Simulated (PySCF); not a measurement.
# HF/def2-TZVP run of BSiAsH6O (SMILES [SiH3]OB[AsH2])

What is the vertical ionisation energy of BSiAsH6O at HF/def2-TZVP? Input form: a Python script.

The calculation is run with PySCF 2.14.0.

9 further runs of the same task are left out: 8 that didn't finish, 1 set aside as unsound or not needed.

**1. The molecule**

BSiAsH6O has 10 atoms, charge 0, and is taken as a singlet. SMILES: `[SiH3]OB[AsH2]`. The shape comes from GFN2-xTB, which is rough for such elements, and wasn't checked as a minimum. This is one conformer, not always the lowest.

Bond lengths: Si1–O2 1.614 Å, O2–B3 1.309 Å, B3–As4 2.042 Å, Si1–H5 1.462 Å, Si1–H6 1.461 Å, Si1–H7 1.469 Å, B3–H8 1.187 Å, As4–H9 1.507 Å, As4–H10 1.505 Å. Some angles: Si1–O2–B3 156.4°, O2–B3–As4 124.2°, O2–Si1–H5 103.4°, O2–Si1–H6 103.6°, O2–Si1–H7 112.1°, O2–B3–H8 117.4°, As4–B3–H8 118.4°, B3–As4–H9 95.0°, B3–As4–H10 90.7°, H5–Si1–H6 114.9°.

**2. The energy at HF/def2-TZVP**

File run.py:

```python
# [SiH3]OB[AsH2]
from pyscf import gto, scf

molecule = gto.M(
    atom='''
Si    -2.036615     2.065131    -1.635142
O     -1.193116    -0.737711    -0.780457
B      0.110058    -2.430679     0.466838
As     2.541228    -1.604774     3.346875
H     -1.004692     2.296112    -4.187803
H     -4.793385     1.982247    -1.500310
H     -1.007848     4.022339     0.043142
H     -0.155940    -4.577786    -0.123758
H      2.770452     1.157627     2.695997
H      4.769839    -2.172505     1.674600
''',
    unit='bohr',
    verbose=3,
    charge=0,
    max_memory=40,
    basis='def2-tzvp',
)

hf = scf.RHF(molecule)
hf.conv_tol = 1e-08
hf.max_cycle = 60
hf.direct_scf_tol = 1e-10
hf.kernel()

energy = hf.e_tot
print('E(%s) = %.9f' % ('HF', energy))
```

On the command line:

```console
$ OMP_NUM_THREADS=1 python run.py
```

The log of the run:

```text
converged SCF energy = -2626.29847563118
E(HF) = -2626.298475631
```

Wall time 45 s (1 thread of Arm Neoverse V2, shared host); peak memory 0.11 GiB.

**3. The doublet cation**

File job.py:

```python
from pyscf import gto

mol = gto.M(
    atom='''
Si  -1.077730   1.092820  -0.865280
O   -0.631370  -0.390380  -0.413000
B    0.058240  -1.286260   0.247040
As   1.344760  -0.849210   1.771090
H   -0.531660   1.215050  -2.216090
H   -2.536550   1.048960  -0.793930
H   -0.533330   2.128530   0.022830
H   -0.082520  -2.422460  -0.065490
H    1.466060   0.612590   1.426660
H    2.524090  -1.149640   0.886160
''',
    basis='def2-tzvp',
    charge=1,
    spin=1,
    max_memory=40,
    verbose=4,
)

mf = mol.UHF()
mf.conv_tol = 1e-08
mf.max_cycle = 60
mf.direct_scf_tol = 1e-10
mf.kernel()

energy = mf.e_tot
print('Final energy', energy)
```

On the command line:

```console
$ OMP_NUM_THREADS=1 python job.py
```

The log of the run:

```text
PySCF version 2.14.0

[INPUT] num. atoms = 10
[INPUT] num. electrons = 65
[INPUT] charge = 1
[INPUT] spin (= nelec alpha-beta = 2S) = 1
[INPUT] symmetry False subgroup None
[INPUT] Mole.unit = angstrom
[INPUT] Symbol           X                Y                Z      unit          X                Y                Z       unit  Magmom
[INPUT]  1 Si    -1.077730000000   1.092820000000  -0.865280000000 AA   -2.036614536228   2.065130503447  -1.635142221064 Bohr   0.0
[INPUT]  2 O     -0.631370000000  -0.390380000000  -0.413000000000 AA   -1.193116383267  -0.737711284508  -0.780456889445 Bohr   0.0
[INPUT]  3 B      0.058240000000  -1.286260000000   0.247040000000 AA    0.110057649495  -2.430679124983   0.466837941813 Bohr   0.0
[INPUT]  4 As     1.344760000000  -0.849210000000   1.771090000000 AA    2.541228103270  -1.604774322242   3.346875041956 Bohr   0.0
[INPUT]  5 H     -0.531660000000   1.215050000000  -2.216090000000 AA   -1.004691791386   2.296111727653  -4.187803167387 Bohr   0.0
[INPUT]  6 H     -2.536550000000   1.048960000000  -0.793930000000 AA   -4.793384801266   1.982247115624  -1.500310262076 Bohr   0.0
[INPUT]  7 H     -0.533330000000   2.128530000000   0.022830000000 AA   -1.007847634014   4.022338747920   0.043142447424 Bohr   0.0
[INPUT]  8 H     -0.082520000000  -2.422460000000  -0.065490000000 AA   -0.155940199799  -4.577785947714  -0.123758163898 Bohr   0.0
[INPUT]  9 H      1.466060000000   0.612590000000   1.426660000000 AA    2.770451882180   1.157627326647   2.695996672872 Bohr   0.0
[INPUT] 10 H      2.524090000000  -1.149640000000   0.886160000000 AA    4.769838813753  -2.172504741845   1.674599702545 Bohr   0.0

nuclear repulsion = 295.935967025471
number of shells = 75
number of NR pGTOs = 306
number of NR cGTOs = 183
basis = def2-tzvp
ecp = {}

******** <class 'pyscf.scf.uhf.UHF'> ********
method = UHF
initial guess = minao
damping factor = 0
level_shift factor = 0
DIIS = <class 'pyscf.scf.diis.CDIIS'>
diis_start_cycle = 1
diis_space = 8
diis_damp = 0
SCF conv_tol = 1e-08
SCF conv_tol_grad = None
SCF max_cycles = 60
direct_scf = True
direct_scf_tol = 1e-10
number electrons alpha = 33  beta = 32
Set gradient conv threshold to 0.0001
init E= -2625.7951020614
[... the frontier-level lines of each cycle are left out ...]

cycle= 1 E= -2625.86087422987  delta_E= -0.0658  |g|= 0.434  |ddm|= 1.72
cycle= 2 E= -2625.95548116016  delta_E= -0.0946  |g|= 0.263  |ddm|= 0.532
cycle= 3 E= -2625.98055829733  delta_E= -0.0251  |g|= 0.0653  |ddm|= 0.161
cycle= 4 E= -2625.98472810368  delta_E= -0.00417  |g|= 0.023  |ddm|= 0.0932
cycle= 5 E= -2625.98580116867  delta_E= -0.00107  |g|= 0.0142  |ddm|= 0.0404
cycle= 6 E= -2625.9864605138  delta_E= -0.000659  |g|= 0.00976  |ddm|= 0.0336
cycle= 7 E= -2625.98693797261  delta_E= -0.000477  |g|= 0.0073  |ddm|= 0.033
cycle= 8 E= -2625.98731615132  delta_E= -0.000378  |g|= 0.00511  |ddm|= 0.0364
cycle= 9 E= -2625.98756811282  delta_E= -0.000252  |g|= 0.00284  |ddm|= 0.0387
cycle= 10 E= -2625.98765097603  delta_E= -8.29e-05  |g|= 0.00151  |ddm|= 0.0243
cycle= 11 E= -2625.98767436946  delta_E= -2.34e-05  |g|= 0.000586  |ddm|= 0.0163
cycle= 12 E= -2625.98767643242  delta_E= -2.06e-06  |g|= 0.000248  |ddm|= 0.0042
cycle= 13 E= -2625.9876767002  delta_E= -2.68e-07  |g|= 0.000108  |ddm|= 0.00151
cycle= 14 E= -2625.98767672856  delta_E= -2.84e-08  |g|= 5.78e-05  |ddm|= 0.000296
cycle= 15 E= -2625.98767673758  delta_E= -9.01e-09  |g|= 3.09e-05  |ddm|= 0.000161
Extra cycle  E= -2625.98767673952  delta_E= -1.95e-09  |g|= 2.21e-05  |ddm|= 3.31e-05
converged SCF energy = -2625.98767673952  <S^2> = 0.77473641  2S+1 = 2.0245853
Final energy -2625.987676739521
```

It took 73 s on 1 thread of Arm Neoverse V2, shared host; peak memory 0.14 GiB.

**4. What came out**

Level: HF/def2-TZVP.

| quantity | value |
| --- | --- |
| singlet BSiAsH6O: total energy | -2626.29848 Eh |
| singlet BSiAsH6O: dipole moment | 1.53 D |
| singlet BSiAsH6O: HOMO energy | -9.57 eV |
| singlet BSiAsH6O: LUMO energy | 2.66 eV |
| singlet BSiAsH6O: HOMO–LUMO gap | 12.23 eV |
| doublet cation: total energy | -2625.98768 Eh |
| doublet cation: HOMO energy (highest over α and β) | -16.58 eV |
| doublet cation: LUMO energy (lowest over α and β) | -7.40 eV |
| doublet cation: ⟨S²⟩ | 0.775 |
| vertical ionisation energy (to the doublet cation) | 8.457 eV |

In words: Removing an electron at fixed nuclei costs 8.46 eV (816 kJ/mol). −ε(HOMO) before ionisation, 9.57 eV, is 1.11 eV above this ionisation energy.
